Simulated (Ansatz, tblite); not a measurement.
# The cluster V₃O₃+: a ladder of methods and basis sets

One table from this session's results is given with a row withheld; the runs are named, their logs left out.

The runs use Ansatz 0.2.0, Gaussian basis; as each input shows.

Plan: GFN1-xTB, GFN2-xTB, PBE-D4/def2-TZVP, r2SCAN-D4/def2-TZVP, B3LYP-D4/def2-TZVP, ωB97M-V/def2-TZVP, r2SCANh-D4/def2-TZVP, PBE-D4/def2-SVP, PBE0-D4/def2-SVP, CCSD(T)/def2-SVP, MP2/def2-TZVP.

3 further runs of the same task are left out: 3 set aside as unsound or not needed.

## The relaxed structure

The geometry is that of the singlet, from an earlier relaxation (PBE-D4/def2-SVP). At that level it is the lowest of the isomers that a small search found.

6 atoms, charge 1, spin multiplicity 1.

Bond lengths: V1–O4 1.808 Å, V1–O5 1.921 Å, V1–O6 1.808 Å, V2–O4 1.756 Å, V2–O5 1.908 Å, V3–O5 1.908 Å, V3–O6 1.756 Å. Angles: O4–V1–O5 103.0°, O4–V1–O6 102.6°, O5–V1–O6 103.0°, O4–V2–O5 105.6°, O5–V3–O6 105.6°, V1–O4–V2 76.9°, V1–O5–V2 70.8°, V1–O5–V3 70.7°, V2–O5–V3 72.8°, V1–O6–V3 76.9°.

As a file:

```
V    -0.7435    0.1826    0.6802
V     0.3804   -1.2753   -0.5552
V     1.1172    0.8532   -0.3207
O    -1.3487   -0.9709   -0.5730
O     1.0253   -0.4707    1.0497
O    -0.4307    1.6811   -0.2811
```

No spin-orbit coupling is included. The ion is computed in the gas phase, without counter-ions or solvent.

PBE0-D4/def2-TZVP was run before; its log isn't repeated, and its numbers join the tables.

Set-up of the first run:

Tight binding, by tblite at 300 K electronic temperature and without a spin-polarisation term:

```python
tblite.interface.Calculator('GFN1-xTB', numbers, positions, charge=1, uhf=0).singlepoint()
```

Tight binding, by tblite at 300 K electronic temperature and without a spin-polarisation term:

```python
tblite.interface.Calculator('GFN2-xTB', numbers, positions, charge=1, uhf=0).singlepoint()
```

start.molden holds the orbitals of an earlier run on this state, given as this run's starting guess.

The input, in.yaml:

```yaml
crystal:
  periodic: [false, false, false]
  atoms:
    - {symbol: V, position_ang: [-0.743515, 0.182557, 0.680241]}
    - {symbol: V, position_ang: [0.380351, -1.275285, -0.555174]}
    - {symbol: V, position_ang: [1.117190, 0.853227, -0.320664]}
    - {symbol: O, position_ang: [-1.348692, -0.970874, -0.573021]}
    - {symbol: O, position_ang: [1.025347, -0.470676, 1.049716]}
    - {symbol: O, position_ang: [-0.430681, 1.681052, -0.281099]}
basis:
  gaussian: {orbitals: def2-TZVP, initial_orbitals: start.molden}
total_charge: 1
hamiltonian: {xc: pbe, dispersion: d4}
scf: {omitted_lower_state_checks: [starts]}
output: {forces: true, orbitals: {seedname: orbitals}}
```

Started as:

```
ansatz run in.yaml --threads 4 --pin off --events-out ev --progress --plain --max-ram 4787MiB
```

Among the steps run: PBE-D4/def2-TZVP; r2SCAN-D4/def2-TZVP; B3LYP-D4/def2-TZVP; ωB97M-V/def2-TZVP; r2SCANh-D4/def2-TZVP; PBE-D4/def2-SVP; PBE0-D4/def2-SVP; CCSD(T)/def2-SVP; MP2/def2-TZVP.

One table of the session follows, with a row left open; its other results are not shown here.

| level | HOMO (eV) | LUMO (eV) | gap (eV) |
| --- | --- | --- | --- |
| PBE-D4/def2-SVP | -9.27 | -8.67 | 0.60 |
| PBE-D4/def2-TZVP | -9.37 | -8.76 | 0.61 |
| r2SCAN-D4/def2-TZVP | -9.39 | -8.55 | 0.84 |
| r2SCANh-D4/def2-TZVP | -9.79 | -8.12 | 1.67 |
| B3LYP-D4/def2-TZVP | -10.26 | -7.97 | 2.28 |
| PBE0-D4/def2-SVP | -10.33 | -7.57 | 2.76 |
| PBE0-D4/def2-TZVP | ? | ? | ? |
| ωB97M-V/def2-TZVP | -12.56 | -5.49 | 7.08 |

Q: Estimate the row for PBE0-D4/def2-TZVP from the others.

As computed: HOMO (eV): -10.33; LUMO (eV): -7.61; gap (eV): 2.72.
